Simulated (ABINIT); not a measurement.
# Be2Te (P-3m1) in ABINIT: equation of state

Aim: energy against volume of Be2Te in PBE, for its equilibrium volume and stiffness.

Program: ABINIT 10.8.3 (patched build). These are calculated values, not measurements. Logs are shortened: lines on timing, memory, paths and dates and some standing lists are left out, and cuts for length are marked. The log counts tension as positive stress, the text compression.

## (1) The crystal as given

The structure is trigonal, space group P-3m1 (No. 164). Conventional cell: a = 3.659 Å, b = 3.659 Å, c = 4.175 Å, α = 90.00°, β = 90.00°, γ = 120.00°. Be (site symmetry 3m) is surrounded by 3 Be at 2.42 Å and 3 Te at 2.59 Å. Te (site symmetry -3m) has 6 Be at 2.59 Å as nearest neighbours.

The cell was built by a generator and needn't be a form met in nature.

## (2) Equation of state, PBE

Input file run.abi:

```
# Datasets: one volume each
ndtset 7
getwfk -1
scalecart1 3*0.9795861087
scalecart2 3*0.9864848297
scalecart3 3*0.9932883884
scalecart4 3*1.0000000000
scalecart5 3*1.0066227096
scalecart6 3*1.0131594038
scalecart7 3*1.0196128224

# Pseudopotentials
pp_dirpath "./"
pseudos "Be.GGA_PBE-JTH.xml, Te.GGA_PBE-JTH.xml"

# Structure
acell 3*1.0 Angstrom
rprim
     3.6591700000     0.0000000000     0.0000000000
    -1.8295900000     3.1689400000     0.0000000000
     0.0000000000     0.0000000000     4.1751600000
ntypat 2
znucl 4 52
natom 3
typat 1 1 2
xred
     0.3333300000     0.6666700000     0.6414600000
     0.6666700000     0.3333300000     0.3585400000
     0.0000000000     0.0000000000     0.0000000000

# Plane-wave basis
ecut 517.016339 eV
pawecutdg 38.0
pawxcdev 0

# k points
kptopt 1
ngkpt 8 8 7
nshiftk 1
shiftk 0.0 0.0 0.0

# Exchange and correlation
ixc 11

# Bands and occupations
nband 11
occopt 3
tsmear 0.00183747

# SCF cycle
nstep 100
tolvrs 1.0e-9

# Output
iomode 3
prtwf 1
prtden 0
prteig 0
prtebands 0
enunit 2
```

Potentials or basis: JTH PAW PBE v2.0.

The run is started by

```sh
> abinit run.abi > log 2>&1
```

run.abo:

```text
.Version 10.8.3 of ABINIT
 DATASET    1 : space group P-3 m 1 (#164); Bravais hP (primitive hexag.)
================================================================================
 Values of the parameters that define the memory need for DATASET  1.
     intxc =       0    ionmov =       0      iscf =      17    lmnmax =       8
     lnmax =       4     mgfft =      32  mpssoang =       2    mqgrid =    3001
     natom =       3  nloc_mem =       2    nspden =       1   nspinor =       1
    nsppol =       1      nsym =      12    n1xccc =       1    ntypat =       2
    occopt =       3   xclevel =       2
       mpw =        1246          nfft =       28800          nkpt =          55
 PAW method is used; the additional fine FFT grid is defined by:
   mgfftf=        45    nfftf =     72000
================================================================================
================================================================================
[... 43 lines left out ...]
 DATASET    5 : space group P-3 m 1 (#164); Bravais hP (primitive hexag.)
================================================================================
 Values of the parameters that define the memory need for DATASET  5.
     intxc =       0    ionmov =       0      iscf =      17    lmnmax =       8
     lnmax =       4     mgfft =      32  mpssoang =       2    mqgrid =    3001
     natom =       3  nloc_mem =       2    nspden =       1   nspinor =       1
    nsppol =       1      nsym =      12    n1xccc =       1    ntypat =       2
    occopt =       3   xclevel =       2
       mpw =        1334          nfft =       28800          nkpt =          55
 PAW method is used; the additional fine FFT grid is defined by:
   mgfftf=        48    nfftf =     76800
================================================================================
================================================================================

 DATASET    6 : space group C2/m (# 12); Bravais mC (1-face-center monocl.)
================================================================================
 Values of the parameters that define the memory need for DATASET  6.
     intxc =       0    ionmov =       0      iscf =      17    lmnmax =       8
     lnmax =       4     mgfft =      32  mpssoang =       2    mqgrid =    3001
     natom =       3  nloc_mem =       2    nspden =       1   nspinor =       1
    nsppol =       1      nsym =       4    n1xccc =       1    ntypat =       2
    occopt =       3   xclevel =       2
       mpw =        1357          nfft =       28800          nkpt =         129
 PAW method is used; the additional fine FFT grid is defined by:
   mgfftf=        48    nfftf =     76800
================================================================================
================================================================================

 DATASET    7 : space group C2/m (# 12); Bravais mC (1-face-center monocl.)
================================================================================
 Values of the parameters that define the memory need for DATASET  7.
     intxc =       0    ionmov =       0      iscf =      17    lmnmax =       8
     lnmax =       4     mgfft =      32  mpssoang =       2    mqgrid =    3001
     natom =       3  nloc_mem =       2    nspden =       1   nspinor =       1
    nsppol =       1      nsym =       4    n1xccc =       1    ntypat =       2
    occopt =       3   xclevel =       2
       mpw =        1384          nfft =       28800          nkpt =         129
 PAW method is used; the additional fine FFT grid is defined by:
   mgfftf=        48    nfftf =     76800
================================================================================
================================================================================

--------------------------------------------------------------------------------
------------- Echo of variables that govern the present computation ------------
--------------------------------------------------------------------------------
 -outvars: echo values of preprocessed input variables --------
            acell1     6.7736775592E+00  6.7736775592E+00  7.7288451885E+00 Bohr
            acell2     6.8213810854E+00  6.8213810854E+00  7.7832754690E+00 Bohr
            acell3     6.8684265799E+00  6.8684265799E+00  7.8369549275E+00 Bohr
            acell4     6.9148362753E+00  6.9148362753E+00  7.8899089318E+00 Bohr
            acell5     6.9606312279E+00  6.9606312279E+00  7.9421615075E+00 Bohr
            acell6     7.0058313981E+00  7.0058313981E+00  7.9937354294E+00 Bohr
            acell7     7.0504557311E+00  7.0504557311E+00  8.0446523145E+00 Bohr
              amu      9.01218200E+00  1.27600000E+02
             ecut      1.90000000E+01 Hartree
           enunit           2
           getwfk          -1
                       outvar_i_n : Printing only first  50 k-points.
              ixc          11
           jdtset        1    2    3    4    5    6    7
[... 91 lines left out ...]
           xangst2    -6.6793226780E-17  2.0840724759E+00  2.6420018297E+00
                       1.8048597074E+00  1.0420362379E+00  1.4767301718E+00
                       0.0000000000E+00  0.0000000000E+00  0.0000000000E+00
           xangst3    -6.7253884284E-17  2.0984458438E+00  2.6602231079E+00
                       1.8173074092E+00  1.0492229219E+00  1.4869148398E+00
                       0.0000000000E+00  0.0000000000E+00  0.0000000000E+00
           xangst4    -2.2437624241E-16  2.1126249620E+00  2.6781981336E+00
                       1.8295868858E+00  1.0563124810E+00  1.4969618664E+00
                       0.0000000000E+00  0.0000000000E+00  0.0000000000E+00
           xangst5    -1.4649069182E-16  2.1266162636E+00  2.6959350621E+00
                       1.8417037084E+00  1.0633081318E+00  1.5068758101E+00
                       0.0000000000E+00  0.0000000000E+00  0.0000000000E+00
           xangst6    -1.8092660451E-05  2.1404360700E+00  2.7134416243E+00
                       1.8536819170E+00  1.0702008787E+00  1.5166609921E+00
[... 31 lines left out ...]
             xred3     3.3333333333E-01  6.6666666667E-01  6.4146000000E-01
                       6.6666666667E-01  3.3333333333E-01  3.5854000000E-01
                       0.0000000000E+00  0.0000000000E+00  0.0000000000E+00
             xred4     3.3333333333E-01  6.6666666667E-01  6.4146000000E-01
                       6.6666666667E-01  3.3333333333E-01  3.5854000000E-01
                       0.0000000000E+00  0.0000000000E+00  0.0000000000E+00
             xred5     3.3333333333E-01  6.6666666667E-01  6.4146000000E-01
                       6.6666666667E-01  3.3333333333E-01  3.5854000000E-01
                       0.0000000000E+00  0.0000000000E+00  0.0000000000E+00
             xred6     3.3333000000E-01  6.6667000000E-01  6.4146000000E-01
                       6.6667000000E-01  3.3333000000E-01  3.5854000000E-01
                       0.0000000000E+00  0.0000000000E+00  0.0000000000E+00
             xred7     3.3333000000E-01  6.6667000000E-01  6.4146000000E-01
                       6.6667000000E-01  3.3333000000E-01  3.5854000000E-01
                       0.0000000000E+00  0.0000000000E+00  0.0000000000E+00
            znucl        4.00000   52.00000

================================================================================

 chkinp: Checking input parameters for consistency, jdtset=   1.

 chkinp: Checking input parameters for consistency, jdtset=   2.
[... 40 lines left out ...]
 getcut: wavevector=  0.0000  0.0000  0.0000  ngfft=  40  40  45
         ecut(hartree)=     38.000   => boxcut(ratio)=   2.05155

--- Pseudopotential description ------------------------------------------------
- pspini: atom type   1  psp file is ./Be.GGA_PBE-JTH.xml
 Pseudopotential format is: paw10
 basis_size (lnmax)=  4 (lmn_size=  8), orbitals=   0   0   1   1
 Spheres core radius: rc_sph= 1.60727588
 Shapefunction is SIN type: shapef(r)=[sin(pi*r/rshp)/(pi*r/rshp)]**2
 Radius for shape functions =  1.40108027
 Compensation charge density is not taken into account in XC energy/potential

- pspini: atom type   2  psp file is ./Te.GGA_PBE-JTH.xml
 Pseudopotential format is: paw10
 basis_size (lnmax)=  4 (lmn_size=  8), orbitals=   0   0   1   1
 Spheres core radius: rc_sph= 2.31107438
 Shapefunction is SIN type: shapef(r)=[sin(pi*r/rshp)/(pi*r/rshp)]**2
 Radius for shape functions =  2.10488624
 Compensation charge density is not taken into account in XC energy/potential

   1.65454678E+03                                ecore*ucvol(ha*bohr**3)
--------------------------------------------------------------------------------

[... 1344 lines left out ...]
-Cartesian components of stress tensor (GPa)         [Pressure= -3.4046E+00 GPa]
- sigma(1 1)=  3.57091105E+00  sigma(3 2)= -1.37102178E-04
- sigma(2 2)=  3.57097659E+00  sigma(3 1)=  2.37467718E-04
- sigma(3 3)=  3.07183943E+00  sigma(2 1)=  5.67595590E-05

== END DATASET(S) ==============================================================
================================================================================

 -outvars: echo values of variables after computation  --------
            acell1     6.7736775592E+00  6.7736775592E+00  7.7288451885E+00 Bohr
            acell2     6.8213810854E+00  6.8213810854E+00  7.7832754690E+00 Bohr
            acell3     6.8684265799E+00  6.8684265799E+00  7.8369549275E+00 Bohr
            acell4     6.9148362753E+00  6.9148362753E+00  7.8899089318E+00 Bohr
            acell5     6.9606312279E+00  6.9606312279E+00  7.9421615075E+00 Bohr
            acell6     7.0058313981E+00  7.0058313981E+00  7.9937354294E+00 Bohr
            acell7     7.0504557311E+00  7.0504557311E+00  8.0446523145E+00 Bohr
           etotal1    -3.7794461550E+01
           etotal2    -3.7795378752E+01
           etotal3    -3.7795919910E+01
           etotal4    -3.7796124156E+01
           etotal5    -3.7796014487E+01
           etotal6    -3.7795639290E+01
           etotal7    -3.7795016176E+01
            fcart1    -7.9503200429E-29  1.3770358251E-28 -3.1555090194E-03
                       0.0000000000E+00  0.0000000000E+00  3.1555090194E-03
                       7.9503200429E-29 -1.3770358251E-28  2.8912057933E-19
[... 80 lines left out ...]
             xred3     3.3333333333E-01  6.6666666667E-01  6.4146000000E-01
                       6.6666666667E-01  3.3333333333E-01  3.5854000000E-01
                       0.0000000000E+00  0.0000000000E+00  0.0000000000E+00
             xred4     3.3333333333E-01  6.6666666667E-01  6.4146000000E-01
                       6.6666666667E-01  3.3333333333E-01  3.5854000000E-01
                       0.0000000000E+00  0.0000000000E+00  0.0000000000E+00
             xred5     3.3333333333E-01  6.6666666667E-01  6.4146000000E-01
                       6.6666666667E-01  3.3333333333E-01  3.5854000000E-01
                       0.0000000000E+00  0.0000000000E+00  0.0000000000E+00
             xred6     3.3333000000E-01  6.6667000000E-01  6.4146000000E-01
                       6.6667000000E-01  3.3333000000E-01  3.5854000000E-01
                       0.0000000000E+00  0.0000000000E+00  0.0000000000E+00
             xred7     3.3333000000E-01  6.6667000000E-01  6.4146000000E-01
                       6.6667000000E-01  3.3333000000E-01  3.5854000000E-01
                       0.0000000000E+00  0.0000000000E+00  0.0000000000E+00
 Calculation completed.
```

Wall time 3.6 min (1 thread of Arm Neoverse V1, shared host); peak memory 0.18 GiB.

What came out:

- Equilibrium volume: 16.18 Å³/atom
- Bulk modulus at fixed shape and positions: 68 GPa
- Pressure derivative of the bulk modulus: 4.4

Energy against volume, from the lowest point:
```
volume (Å³/atom)  energy (meV/atom)
          15.170              15.08
          15.492               6.76
          15.815               1.85
          16.138               0.00
          16.461               0.99
          16.783               4.40
          17.106              10.05
```

Caveat: pressures at fixed basis lie under the slope of the energies; the cell was scaled at fixed shape and fractional positions, which overstates the stiffness of a crystal with free parameters, most of all of layers and chains.
